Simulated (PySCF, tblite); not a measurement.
# C₄H₅F₄NS: geometry, infrared bands and NMR shifts

Aim: predict the infrared bands and NMR shifts of C₄H₅F₄NS (`NC(=S)[C@@H](CF)C(F)(F)F`).

Computed with tblite 0.8.0 and PySCF 2.14.0, with density-fitted response routines of our own, on a single molecule in the gas phase. Atoms count from 0, in the outputs and in this text.

## (1) Starting geometry

15 atoms, charge 0, multiplicity 1; geometry from: force field or distance geometry start.

Bonds of the start (Å): N0–C1 1.36, C1–S2 1.69, C1–C3 1.51, C3–C4 1.51, C4–F5 1.37, C3–C6 1.50, C6–F7 1.35, C6–F8 1.36, C6–F9 1.34, N0–H10 1.00, N0–H11 1.02, C3–H12 1.12, C4–H13 1.09, C4–H14 1.09.

## (2) Relaxing the molecule with GFN2-xTB

What the job is given:

```
{"job": {"kind": "relax", "xc": "GFN2-xTB", "basis": "xTB"}, "charge": 0, "multiplicity": 1}
N      1.780800    -0.606800    -0.352500
C      0.846200    -0.731400     0.631100
S      1.226900    -1.680100     1.974900
C     -0.467200     0.003300     0.500800
C     -0.246400     1.480400     0.314300
F      0.378700     1.708800    -0.880000
C     -1.273900    -0.574600    -0.629300
F     -2.463000     0.060800    -0.713200
F     -1.539300    -1.890500    -0.424600
F     -0.669900    -0.465000    -1.819600
H      2.659500    -1.088200    -0.285300
H      1.619600    -0.022600    -1.171000
H     -1.048600    -0.128700     1.444500
H     -1.187700     2.030100     0.288000
H      0.379800     1.912400     1.099900
```

The run is started by

```bash
$ OMP_NUM_THREADS=1 python probes_run.py task.json out
```

One launch serves the whole session: the jobs run in the order shown.

**Question.** This job is followed by: GFN2-xTB harmonic vibrations, gas phase; GIAO PBE0/pcSseg-1 NMR shielding, non-relativistic, gas phase. Predict these results of the whole session: strongest single infrared mode (GFN2-xTB); zero-point energy (GFN2-xTB); ¹³C shifts against TMS (PBE0/pcSseg-1); ¹H shifts against TMS (PBE0/pcSseg-1); ¹⁵N shifts against NH3 (PBE0/pcSseg-1); ³³S shifts against CS2 (PBE0/pcSseg-1); ¹⁹F shifts against CFCl3 (PBE0/pcSseg-1, means over atoms taken as alike).

The runs gave:

| quantity | value |
| --- | --- |
| strongest single infrared mode (GFN2-xTB) | 1500 cm⁻¹, 365 km/mol |
| zero-point energy (GFN2-xTB) | 58.7 kcal/mol |
| ¹³C shifts against TMS (PBE0/pcSseg-1) | 204.1, 134.0, 84.8, 65.0 ppm |
| ¹H shifts against TMS (PBE0/pcSseg-1) | 6.93, 6.93, 5.28, 5.04, 3.69 ppm |
| ¹⁵N shifts against NH3 (PBE0/pcSseg-1) | 155.8 ppm |
| ³³S shifts against CS2 (PBE0/pcSseg-1) | 400 ppm |
| ¹⁹F shifts against CFCl3 (PBE0/pcSseg-1, means over atoms taken as alike) | -83.9, -255.9 ppm |

What this shows: Over 78 steps the energy fell by 0.170 eV; of the close pairs, C1–S2 changed most, 1.688 to 1.635 Å. All 39 modes are real, so the xTB geometry is a minimum. The strongest single mode, at 1500 cm⁻¹, is carried by C1, N0, H10, H11. GFN2-xTB is a fitted tight-binding method: band positions and strengths are rough. Its intensities can rank the bands wrongly. C1 (thiocarbonyl carbon) lies farthest downfield among carbon, at 204.1 ppm; the small n→π* gap of C=S deshields it strongly. At PBE0/pcSseg-1: The widest tensor belongs to S2: span 785 ppm, with a paramagnetic part of -953 ppm.
